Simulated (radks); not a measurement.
# Valence configurations of Pr³⁺

Aim: which of several valence configurations of Pr³⁺ lies lowest at this level, and whether it is the one NIST lists ([Xe] 4f2).

The numbers are computed with radks (a radial shooting solver on a logarithmic mesh, Libxc functionals) version 1 (scalar-relativistic Kohn-Sham, r2SCAN, spin-polarised, spherical densities, finite nucleus; open shells are filled with parallel spins first), except any that are marked as measured or tabulated.

## 1. Starting point

```
element            : praseodymium (Z = 59)
charge             : +3
electrons          : 56
configuration      : [Xe] 4f2
nuclear rms radius : 4.8919 fm
others tried       : 4f1 5d1; 4f1 6s1; 4f1 6p1; 5d1 6p1; 4f1 6s0.5 6p0.5; 4f1.5 5d0.5; 5d2; 5d1 6s1; 6s2
```

Outer shells as boxes (Hund's rule):

Pr³⁺
```
[Xe] core
4f [↑ ][↑ ][  ][  ][  ][  ][  ]
```

## 2. [Xe] 4f2

Input:

```text
Z 59
configuration [Xe] 4f2
relativity scalar-relativistic
functional r2scan,r2scan
spin polarised
nucleus finite rms 4.8919 fm
c 137.035999084
```

## 3. [Xe] 4f1 5d1

Changes since step 2:

```diff
@@ -1,3 +1,3 @@
 Z 59
-configuration [Xe] 4f2
+configuration [Xe] 4f1 5d1
 relativity scalar-relativistic
```

## 4. [Xe] 4f1 6s1

Changes since step 3:

```diff
@@ -1,3 +1,3 @@
 Z 59
-configuration [Xe] 4f1 5d1
+configuration [Xe] 4f1 6s1
 relativity scalar-relativistic
```

## 5. [Xe] 4f1 6p1

Changes since step 4:

```diff
@@ -1,3 +1,3 @@
 Z 59
-configuration [Xe] 4f1 6s1
+configuration [Xe] 4f1 6p1
 relativity scalar-relativistic
```

## 6. [Xe] 5d1 6p1

Changes since step 5:

```diff
@@ -1,3 +1,3 @@
 Z 59
-configuration [Xe] 4f1 6p1
+configuration [Xe] 5d1 6p1
 relativity scalar-relativistic
```

## 7. [Xe] 4f1 6s0.5 6p0.5

Changes since step 6:

```diff
@@ -1,3 +1,3 @@
 Z 59
-configuration [Xe] 5d1 6p1
+configuration [Xe] 4f1 6s0.5 6p0.5
 relativity scalar-relativistic
```

## 8. [Xe] 4f1.5 5d0.5

Input:

```text
Z 59
configuration [Xe] 4f1.5 5d0.5
relativity scalar-relativistic
functional r2scan,r2scan
spin polarised
nucleus finite rms 4.8919 fm
c 137.035999084
```

## 9. [Xe] 5d2

Changes since step 8:

```diff
@@ -1,3 +1,3 @@
 Z 59
-configuration [Xe] 4f1.5 5d0.5
+configuration [Xe] 5d2
 relativity scalar-relativistic
```

## 10. [Xe] 5d1 6s1

Changes since step 9:

```diff
@@ -1,3 +1,3 @@
 Z 59
-configuration [Xe] 5d2
+configuration [Xe] 5d1 6s1
 relativity scalar-relativistic
```

## 11. [Xe] 6s2

Changes since step 10:

```diff
@@ -1,3 +1,3 @@
 Z 59
-configuration [Xe] 5d1 6s1
+configuration [Xe] 6s2
 relativity scalar-relativistic
```

What does the calculation give? Wanted: for each run, valence; E − E(NIST configuration); moment; highest level; its energy; 1s shift.

**Answer**, as computed:

| valence | E − E(NIST configuration) (eV) | moment (μB) | highest level | its energy (eV) | 1s shift (eV) |
| --- | --- | --- | --- | --- | --- |
| 4f2 | 0.000 | 2 | 4f up | -30.042 | +0.00 |
| 4f1.5 5d0.5 | 3.763 | 2 | 5d up | -24.750 | -3.88 |
| 4f1 5d1 | 8.544 | 2 | 5d up | -25.891 | -7.94 |
| 4f1 6s1 | 12.794 | 2 | 6s up | -23.765 | -11.23 |
| 4f1 6s0.5 6p0.5 | 15.358 | 2 | 6p up | -18.882 | -11.75 |
| 4f1 6p1 | 17.803 | 2 | 6p up | -19.110 | -12.25 |
| 5d2 | 21.546 | 2 | 5d up | -28.053 | -16.57 |
| 5d1 6s1 | 27.088 | 2 | 6s up | -24.676 | -20.07 |
| 5d1 6p1 | 32.452 | 2 | 6p up | -19.672 | -21.07 |
| 6s2 | 34.134 | 0 | 6s | -25.331 | -23.70 |

**Reading.** The NIST configuration is the lowest of those tried, 3.763 eV under 4f1.5 5d0.5. The energies are those of spherical high-spin densities, not of single terms. The 1s eigenvalue shifts by up to 23.70 eV as the valence charge is rearranged.
